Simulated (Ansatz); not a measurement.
# CdSe (zincblende type): how the settings move a single-point run

How sensitive is a single-point run of CdSe (zincblende type) to its settings? A reference run comes first, then one run with altered input.

Computed with Ansatz 0.2.0 (reference: DFT, LDA, all-electron PAW with datasets made for the crystal, scalar-relativistic, unless a step's input says otherwise).

1 further run of the same task is left out (it didn't finish). Runs told in other sessions of the task aren't counted.

## (1) The structure to begin with

Symmetry: F-43m, No. 216, cubic system. The conventional cell has a = 5.284 Å, b = 5.284 Å, c = 5.284 Å, α = 90.00°, β = 90.00°, γ = 90.00°. Cd (site symmetry -43m) has 4 Se at 2.29 Å in its first shell of neighbours. Around Se (site symmetry -43m) lie 4 Cd at 2.29 Å.

As a file:

```
Cd Se
1.0
     0.00000    2.64195    2.64195
     2.64195    0.00000    2.64195
     2.64195    2.64195    0.00000
Cd Se
1 1
Direct
  0.00000 0.00000 0.00000
  0.25000 0.25000 0.25000
```

## (2) Baseline

Input file input.yaml:

```yaml
crystal:
  lattice:
    - [0.0, 2.6419506301, 2.6419506301]
    - [2.6419506301, 0.0, 2.6419506301]
    - [2.6419506301, 2.6419506301, 0.0]
  atoms:
    - { symbol: Cd, position: [0.0, 0.0, 0.0] }
    - { symbol: Se, position: [0.25, 0.25, 0.25] }
kpoints:
  mp_grid: { grid: [12, 12, 12] }
scf:
  occupations: { method: fermi_dirac, width: 0.05 }
hamiltonian:
  xc: lda
  pseudopotentials: { kind: all_electron, datasets: crystal }
output:
  forces: true
  stress: true
  eigenvalues: true
```

Run with:

```bash
> ansatz run input.yaml --threads 1 --pin off --max-ram 2048MiB --backend cpu --events-out ev --progress --plain --runs-dir out
```

## (3) Changed: preconditioner ldos

Edit input.yaml of step 2 so:

```diff
@@ -12,2 +12,3 @@
   occupations: { method: fermi_dirac, width: 0.05 }
+  mixing: { preconditioner: ldos }
 hamiltonian:
```

Q: Predict the outcome of this session. Wanted: for each run, ending; energy change; pressure; gap; force.

**Answer**, as computed:

```
                   run     ending  energy change  pressure (GPa)  gap (eV)  force (eV/Å)  cycles  time
             reference  converged              0            55.1      1.03          0.00       8  19 s
1: preconditioner ldos  converged   0.0 meV/atom            55.1      1.03          0.00       8  20 s
```

Residual by cycle in the longest SCF loop of each run; runs are numbered as in the table. The quantity is the density residual dr2, in eV.

```
cycle  reference   run 1
    1        1.4     1.4
    2     0.0343    1.39
    3      0.029   0.103
    4    0.00113  0.0027
    5     8.7e-5  1.5e-4
    6     1.5e-5  2.7e-5
    7     6.3e-8  7.4e-8
    8     2.2e-9  1.5e-8
```

Energy and cycle count are those of the reference, so the change (mixing) left the result and the number of cycles as they were. The structure is not at rest: the sound run finds 55 GPa, so these are no properties of the relaxed crystal. 
